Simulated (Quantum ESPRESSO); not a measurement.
## NbCu in Quantum ESPRESSO: the effect of target pressure

Crystal: NbCu.

```
Nb Cu
1.0
     0.00000    2.56221    2.56221
     2.56221    0.00000    2.56221
     2.56221    2.56221    0.00000
Nb Cu
1 1
Direct
  0.00000 0.00000 0.00000
  0.50000 0.50000 0.50000
```

The cell was built by a generator and needn't be a form met in nature.

Alike in all runs:

* Program: Quantum ESPRESSO 7.5
* Task: phonons
* Functional: LDA
* Potentials or basis: GBRV 1.5 LDA
* Cutoff: 762 eV
* Density cutoff: 6095 eV
* k mesh: 6 × 6 × 6
* Occupations: cold, width 0.2 eV
* Spin: no spin polarisation

Each run relaxes the cell or the atoms first.

```csv
target pressure,relaxed volume (Å³/atom),highest phonon frequency (cm⁻¹)
-3 GPa,?,?
0 GPa,15.73,211
3 GPa,15.47,219
8 GPa,15.09,231
15 GPa,14.62,246
```

**Question.** What does the run with target pressure -3 GPa give?

**Answer.** Relaxed volume 16.02 Å³/atom; highest phonon frequency 203 cm⁻¹.

Worked out: In Murnaghan's law V^(-B') rises as a straight line in P. The other rows fit best with B' = 4.1, V0 = 15.73 Å³/atom and B0 = 176 GPa, which gives 16.01 Å³/atom at -3 GPa, against the run's 16.02. A straight line through the other rows of the highest phonon frequency, of slope 2.32 cm⁻¹ per GPa, extrapolates to 205 cm⁻¹, against the run's 203.

Caveats: the mesh is thin for the phonons of a metal; the cell is more than 3 GPa from zero pressure, which shifts response properties (some runs).

Runs at the PBE level aren't shown here.
